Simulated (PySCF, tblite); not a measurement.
# C5H2ClNO2S2: geometry, infrared bands and NMR shifts

What infrared bands and NMR shifts should C5H2ClNO2S2 (`N#Cc1ccc(S(=O)(=O)Cl)s1`) show?

The runs use tblite 0.8.0 and PySCF 2.14.0, with density-fitted response routines of our own; the level of theory stands in each step. All values are computed, except where a source is named. Atoms count from 0, in the outputs and in this text.

### Step 1. The starting structure

13 atoms, charge 0, multiplicity 1; geometry from: force field or distance geometry start.

Bonds of the start (Å): N0–C1 1.19, C1–C2 1.42, C2–C3 1.37, C3–C4 1.33, C4–C5 1.36, C5–S6 1.74, S6–O7 1.49, S6–O8 1.52, S6–Cl9 2.07, C5–S10 1.81, S10–C2 1.75, C3–H11 1.12, C4–H12 1.11.

### Step 2. Geometry optimisation with GFN2-xTB

What the job is given:

```
{"job": {"kind": "relax", "xc": "GFN2-xTB", "basis": "xTB"}, "charge": 0, "multiplicity": 1}
N      4.103200     1.076000     1.263800
C      3.014200     0.782900     0.877000
C      1.724800     0.404800     0.407000
C      1.419300    -0.538600    -0.534700
C      0.135900    -0.741300    -0.833400
C     -0.805100     0.029500    -0.214700
S     -2.537300     0.022100    -0.405400
O     -2.868500    -0.959500    -1.482100
O     -3.161300    -0.376600     0.916700
Cl    -3.258500     1.858200    -1.037600
S      0.179500     1.078900     0.877500
H      2.243200    -1.136900    -0.993100
H     -0.193800    -1.499100    -1.581400
```

The run is started by

```console
OMP_NUM_THREADS=1 python probes_run.py task.json out
```

This one command runs all jobs of the session in turn.

**Question.** This job is followed by: GFN2-xTB harmonic vibrations, gas phase; GIAO PBE0/pcSseg-1 NMR shielding, non-relativistic, gas phase. Predict these results of the whole session: strongest single infrared mode (GFN2-xTB); zero-point energy (GFN2-xTB); 13C shifts against TMS (PBE0/pcSseg-1); 1H shifts against TMS (PBE0/pcSseg-1); 15N shifts against NH3 (PBE0/pcSseg-1); 33S shifts against CS2 (PBE0/pcSseg-1); 17O shifts against H2O (PBE0/pcSseg-1, means over atoms taken as alike); 35Cl shifts against HCl (PBE0/pcSseg-1).

The runs gave:

| quantity | value |
| --- | --- |
| strongest single infrared mode (GFN2-xTB) | 1304 cm⁻¹, 332 km/mol |
| zero-point energy (GFN2-xTB) | 40.4 kcal/mol |
| 13C shifts against TMS (PBE0/pcSseg-1) | 161.6, 143.9, 134.9, 129.4, 117.4 ppm |
| 1H shifts against TMS (PBE0/pcSseg-1) | 7.70, 7.68 ppm |
| 15N shifts against NH3 (PBE0/pcSseg-1) | 338.1 ppm |
| 33S shifts against CS2 (PBE0/pcSseg-1) | 303, 282 ppm |
| 17O shifts against H2O (PBE0/pcSseg-1, means over atoms taken as alike) | 304.0 ppm |
| 35Cl shifts against HCl (PBE0/pcSseg-1) | 681 ppm |

In words: Relaxing lowered the energy by 1.235 eV in 94 steps; the close pair that moved most is C5–S10, from 1.807 to 1.705 Å. All 33 modes are real, so the xTB geometry is a minimum. The strongest single mode, at 1304 cm⁻¹, has its largest shares on S6, O7 and O8 (the list is cut at 3 atoms). GFN2-xTB is a fitted tight-binding method: band positions and strengths are rough. Its intensities can rank the bands wrongly. At PBE0/pcSseg-1: The largest span, 1029 ppm, is at Cl9, where the paramagnetic term is -876 ppm. NICS(1)zz of -24 ppm above the planar ring from C2 marks a diatropic (aromatic) ring current.
